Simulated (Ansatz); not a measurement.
The system is CuAs3.

```
CELL_PARAMETERS angstrom
0.00000 3.83168 3.83168
3.83168 0.00000 3.83168
3.83168 3.83168 0.00000
ATOMIC_POSITIONS crystal
Cu 0.00000 0.00000 0.00000
As 0.25000 0.25000 0.25000
As 0.75000 0.75000 0.75000
As 0.50000 0.50000 0.50000
```

The cell was built by a generator and needn't be a form met in nature.

- Program: Ansatz 0.2.0
- Task: single point
- Functional: PBE
- Potentials or basis: all-electron LAPW, scalar-relativistic
- Cutoff: 145 eV (chosen from the basis error)
- Basis error allowed: 0.001 eV/atom
- k mesh: 6 × 6 × 6
- Occupations: fermi-dirac, width 0.05 eV
- Spin: no spin polarisation

On this cell: pressure -13.7 GPa; largest force zero by symmetry; band gap on the k mesh none (metal or under the smearing width).

The same run follows on a disturbed copy (atoms moved at random, drawn with an rms of 0.05 Å):

```
Cu As
1.0
     0.00000    3.83168    3.83168
     3.83168    0.00000    3.83168
     3.83168    3.83168    0.00000
Cu As
1 3
Cartesian
  0.0147 -0.0090 0.0215
  1.8778 1.9397 1.9381
  5.7643 5.7517 5.6890
  3.7948 3.8434 3.8240
```

**Question.** What changes?

**Answer.** The energy (extrapolated to zero smearing) moves by -1.3 meV/atom; pressure -13.7 GPa; largest force 0.102 eV/Å; band gap on the k mesh none (metal or under the smearing width).

Forces on the atoms (eV/Å):
```
Cu   0.028 -0.034  0.060
As  -0.033  0.044  0.005
As   0.035  0.007 -0.096
As  -0.031 -0.016  0.031
```

Stress tensor (GPa, compression positive):
```
-13.68   0.10   0.01
  0.10 -13.67  -0.06
  0.01  -0.06 -13.70
```

The energy falls, though the first cell shows no forces: that form is unstable against this distortion, unless noise or another electronic state is at work.
